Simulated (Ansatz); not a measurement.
# Ge (diamond type): the cost of one run

Program: Ansatz 0.2.0. Level of theory: DFT, PBEsol, all-electron LAPW, scalar-relativistic. These are calculated values, not measurements.

## Step 1: The starting structure

The structure is cubic, space group Fd-3m (No. 227). Conventional cell: a = 5.676 Å, b = 5.676 Å, c = 5.676 Å, α = 90.00°, β = 90.00°, γ = 90.00°. Ge (site symmetry -43m) is surrounded by 4 Ge at 2.46 Å.

As a file:

```xyz
6
Lattice="0.0000 2.8378 -2.8378 -2.8378 0.0000 2.8378 5.6756 5.6756 5.6756" Properties=species:S:1:pos:R:3 pbc="T T T"
Ge   -0.7095    2.1284    2.1284
Ge    2.1284    4.9662    2.1284
Ge    4.9662    4.9662    4.9662
Ge    0.7095    0.7095    0.7095
Ge    0.7095    3.5473    3.5473
Ge    3.5473    6.3851    3.5473
```

Atoms are numbered in the order of the input: Ge1, Ge2, Ge3, Ge4, Ge5, Ge6.

## Step 2: Bulk in the slab's orientation, LAPW

File input.yaml:

```yaml
crystal:
  lattice:
    - [0.0, 2.8378164399, -2.8378164399]
    - [-2.8378164399, 0.0, 2.8378164399]
    - [5.6756328799, 5.6756328799, 5.6756328799]
  atoms:
    - { symbol: Ge, position: [0.333333333, 0.666666667, 0.208333333] }
    - { symbol: Ge, position: [0.666666667, 0.333333333, 0.541666667] }
    - { symbol: Ge, position: [0.0, 0.0, 0.875] }
    - { symbol: Ge, position: [0.0, 0.0, 0.125] }
    - { symbol: Ge, position: [0.333333333, 0.666666667, 0.458333333] }
    - { symbol: Ge, position: [0.666666667, 0.333333333, 0.791666667] }
kpoints:
  mp_grid: { grid: [9, 9, 3] }
scf:
  occupations: { method: fermi_dirac, width: 0.02 }
hamiltonian:
  xc: pbesol
  pseudopotentials: { kind: all_electron, lapw: { basis_error: 0.001 } }
output:
  forces: true
  stress: true
  eigenvalues: true
```

The run is started by

```console
> ansatz run input.yaml --threads 1 --pin off --max-ram 3584MiB --backend cpu --events-out ev --progress --plain --runs-dir out
```

Q: Estimate wall time and peak memory on 1 thread of Intel Xeon 6975P-C (Granite Rapids), shared host.

About 43 s, with a peak of 0.74 GiB.
